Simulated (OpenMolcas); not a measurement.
# Ce³⁺ among point charges: CASSCF and CASPT2 levels and susceptibility

How does a field of 6 point charges split the states of Ce³⁺, and what χT follows?

Program: OpenMolcas 26.06. Level of theory: state-averaged CASSCF and CASPT2, spin-orbit coupling by RASSI with atomic mean-field integrals. These are calculated values, not measurements, unless marked.

## 1. Starting point

* Species: Ce³⁺ (cerium, Z = 58, 55 electrons)
* Basis: ANO-RCC-VDZP [7s6p4d2f1g], 68 functions
* Scalar Hamiltonian: DKH2, point nucleus
* Inactive shells: 1s 2s 2p 3s 3p 3d 4s 4p 4d 5s 5p
* Active space: 1 electron in 7 orbitals (4f)
* Some configurations of this space: 4f
* Orbitals: optimised for the highest spin of each parity, averaged over all roots

Outer shells as boxes (Hund's rule):

4f
```
4f [↑ ][  ][  ][  ][  ][  ][  ]
```

The ion sits among 6 point charges of -0.5 e arranged as a tetragonal octahedron (D4h), 2.68 Å from the ion, with the axial distance 2.894 Å.

Each step is its own input file, run in one work folder so that later steps find the files of earlier ones. Labels, J, g values, rates, χT and fits are worked out afterwards by a script from the matrices that RASSI stores. The input lists half of the charges; inversion (Group=XYZ) makes the rest.

## 2. GATEWAY and SEWARD: basis and integrals

The input, a.inp:

```
&GATEWAY
Coord
1

Ce 0.0 0.0 0.0
Basis=ANO-RCC-VDZP
Group=XYZ
NoMove
AngMom=0.0 0.0 0.0
AMFI
XField
3 Angstrom 0
2.680000 0.000000 0.000000 -0.500000
0.000000 2.680000 0.000000 -0.500000
0.000000 0.000000 2.894400 -0.500000
&SEWARD
```

Started as:

```bash
OMP_NUM_THREADS=1 MOLCAS_MEM=2252 MOLCAS_PROJECT=a pymolcas a.inp > a.log
```

## 3. CASSCF: doublets of odd parity, 7 roots

The input, a.inp:

```
&RASSCF
FileOrb=start.orb
Symmetry=2
Spin=2
nActEl=1 0 0
Inactive=15 12
Ras2=0 7
CIRoot=7 7 1
SDav=7
CIMx=300
Iter=120 100
PrWF=0.3
OrbListing=Nothing
MaxOrb=0
>>> COPY $Project.JobIph JOB001
```

start.orb holds the contracted functions of the basis, ordered by shell, or the orbitals of the step before.

## 4. State interaction with spin-orbit coupling

The input, a.inp:

```
&RASSI
NrOfJobIphs=1 7
1 2 3 4 5 6 7
IphNames
JOB001
EJob
SpinOrbit
DIPRint=1.0
SOCoupling=1000.0
Subsets=2
Property=9
'ANGMOM' 1 'ANGMOM' 2 'ANGMOM' 3 'MLTPL  1' 1 'MLTPL  1' 2 'MLTPL  1' 3
'AMFI' 1 'AMFI' 2 'AMFI' 3
SOProperty=3
'ANGMOM' 1 'ANGMOM' 2 'ANGMOM' 3
```

## 5. CASPT2: IPEA 0.25, imaginary shift 0.1 (closed shells correlated: 5s 5p)

The input, a.inp:

```
>>> COPY JOB001 $Project.JobIph
&CASPT2
Multistate=7 1 2 3 4 5 6 7
NoMult
Frozen=14 9
IPEA=0.25
Imaginary=0.1
MaxIter=60
WThr=0.0 0.3 0.05
PrWF=0.5
NoMix
```

(Steps that only read results are left out.)

Q: Predict the outcome of this session. Wanted: spin-free ground state; first state of the same spin within the active space; lowest level; next level.

**Answer**, as computed:

```
                                            quantity                                                                        value
                                              method  SS-CASPT2, IPEA 0.25, imaginary shift 0.1 (closed shells correlated: 5s 5p)
                              spin-free ground state                                               2E, 2-fold in its orbital part
first state of the same spin within the active space                                                             2B1 at 72.9 cm⁻¹
                                        lowest level                                            2-fold E3/2, g = 1.41, 1.41, 1.47
                                          next level                                                                    22.8 cm⁻¹
                                         χT at 300 K                                                               0.80 cm³ K/mol
                           effective moment at 300 K                                                                      2.53 μB
```

Cost by method:

| method | time of its own steps | time with the reference |
| --- | --- | --- |
| A. CASSCF | 2.2 s | 2.2 s |
| B. SS-CASPT2, IPEA 0.25, imaginary shift 0.1, +5s 5p | 1.4 s | 3.6 s |

Times are of one thread on a shared host.

**Reading.** The spin-free ground state (2E) comes to 100 % from free-ion F terms and keeps the highest spin of the shell. This is an electrostatic model: the charges have no orbitals.
